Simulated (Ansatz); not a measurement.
# BrClGeH₄Si: basis-set convergence

One table from this session's results is given with a row withheld; the runs are named, their logs left out.

Method: one geometry, several basis sets; program: Ansatz 0.2.0, Gaussian basis.

The runs, in order: PBE0-D4/def2-SVP; ωB97M-V/def2-SVP; PBE0-D4/def2-QZVPP; ωB97M-V/def2-QZVPP; the functionals' def2-TZVPP values are taken from earlier runs.

## The geometry

All runs share one geometry, relaxed beforehand with PBE0-D4 in a triple-zeta def2 set.

SMILES `[Cl][GeH2][SiH2]Br`, 8 atoms, charge 0, spin multiplicity 1.

Atoms are counted from 1 here; the program's logs count them from 0.

Bond lengths: Cl1–Ge2 2.162 Å, Ge2–Si3 2.383 Å, Ge2–H5 1.535 Å, Ge2–H6 1.538 Å, Si3–Br4 2.218 Å, Si3–H7 1.485 Å, Si3–H8 1.482 Å. Angles: Cl1–Ge2–Si3 106.2°, Cl1–Ge2–H5 106.8°, Cl1–Ge2–H6 106.6°, Si3–Ge2–H5 113.0°, Si3–Ge2–H6 113.3°, H5–Ge2–H6 110.5°, Ge2–Si3–Br4 108.3°, Ge2–Si3–H7 110.9°, Ge2–Si3–H8 110.4°, Br4–Si3–H7 108.4°, Br4–Si3–H8 108.7°, H7–Si3–H8 110.1°.

The first run:

File in.yaml:

```yaml
crystal:
  periodic: [false, false, false]
  atoms:
    - {symbol: Cl, position_ang: [-2.118092, 1.540008, -0.001107]}
    - {symbol: Ge, position_ang: [0.011174, 1.182680, 0.102910]}
    - {symbol: Si, position_ang: [0.288984, -1.183660, 0.070227]}
    - {symbol: Br, position_ang: [-0.449691, -1.944013, -1.878602]}
    - {symbol: H, position_ang: [0.637615, 1.876675, -1.114696]}
    - {symbol: H, position_ang: [0.502177, 1.834681, 1.406272]}
    - {symbol: H, position_ang: [1.720995, -1.551469, 0.203748]}
    - {symbol: H, position_ang: [-0.500862, -1.812002, 1.155350]}
basis:
  gaussian: {orbitals: def2-SVP}
hamiltonian: {xc: pbe0, dispersion: d4}
output: {orbitals: {seedname: orbitals}}
```

Among the steps run: PBE0-D4 in def2-SVP; ωB97M-V in def2-SVP; PBE0-D4 in def2-QZVPP; ωB97M-V in def2-QZVPP.

One of the session's tables, all rows but one given; the rest of the session is left out.

It belongs to the step «Density functionals: the series». 

| functional | basis | HOMO (eV) |
| --- | --- | --- |
| PBE0-D4 | def2-SVP | -7.94 |
| PBE0-D4 | def2-TZVPP | -8.03 |
| PBE0-D4 | def2-QZVPP | -8.05 |
| ωB97M-V | def2-SVP | -9.95 |
| ωB97M-V | def2-TZVPP | ? |
| ωB97M-V | def2-QZVPP | -10.10 |

**Question.** Estimate the row for ωB97M-V, def2-TZVPP.

**Answer.** HOMO (eV): -10.08. In the column «HOMO (eV)» it lies between ωB97M-V, def2-QZVPP (-10.10) and ωB97M-V, def2-SVP (-9.95).
